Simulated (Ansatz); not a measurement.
# HfB: a single-point run

Aim: a sound single-point run of HfB. The structure is shown as the input types it.

Program: Ansatz 0.2.0. Level of theory: DFT, PBE, PAW with Ansatz's default frozen-core files, scalar-relativistic. These are calculated values, not measurements.

## (1) The starting structure

The structure is tetragonal, space group I4/mmm (No. 139). The conventional cell has a = 3.136 Å, b = 3.136 Å, c = 4.620 Å, α = 90.00°, β = 90.00°, γ = 90.00°. Hf (site symmetry 4/mmm) has 6 B at 2.22 to 2.31 Å in its first shell of neighbours. B (site symmetry 4/mmm) is surrounded by 6 Hf at 2.22 to 2.31 Å.

As a file:

```xyz
2
Lattice="0.0000 2.2176 2.3100 2.2176 0.0000 2.3100 2.2176 2.2176 0.0000" Properties=species:S:1:pos:R:3 pbc="T T T"
Hf    2.2176    2.2176    2.3100
B     0.0000    0.0000    0.0000
```

## (2) The calculation

The input, input.yaml:

```yaml
crystal:
  lattice:
    - [0.0, 2.2176, 2.31]
    - [2.2176, 0.0, 2.31]
    - [2.2176, 2.2176, 0.0]
  atoms:
    - { symbol: Hf, position: [0.5, 0.5, 0.5] }
    - { symbol: B, position: [0.0, 0.0, 0.0] }
kpoints:
  mp_grid: { grid: [1, 1, 1] }
scf:
  occupations: { method: fermi_dirac, width: 0.05 }
  max_iter: 80
hamiltonian:
  xc: pbe
  pseudopotentials: { kind: paw }
output:
  forces: true
  stress: true
  eigenvalues: true
  efg: { contact_densities: true }
```

On the command line:

```
> ansatz run input.yaml --threads 1 --pin off --max-ram 2048MiB --backend cpu --events-out ev --progress --plain --runs-dir out
```

What happens when this is run?

This run ends as converged, with warnings (gradients without spin orbit). It gives a pressure of 121 GPa, which is large; a structure far from rest gives such values too, whatever the setting.

Look at the input: kpoints.mp_grid.grid is [1, 1, 1]. Band dispersion is ignored when only one k-point is used.

Run again and compare: set kpoints.mp_grid.grid to [15, 15, 15].
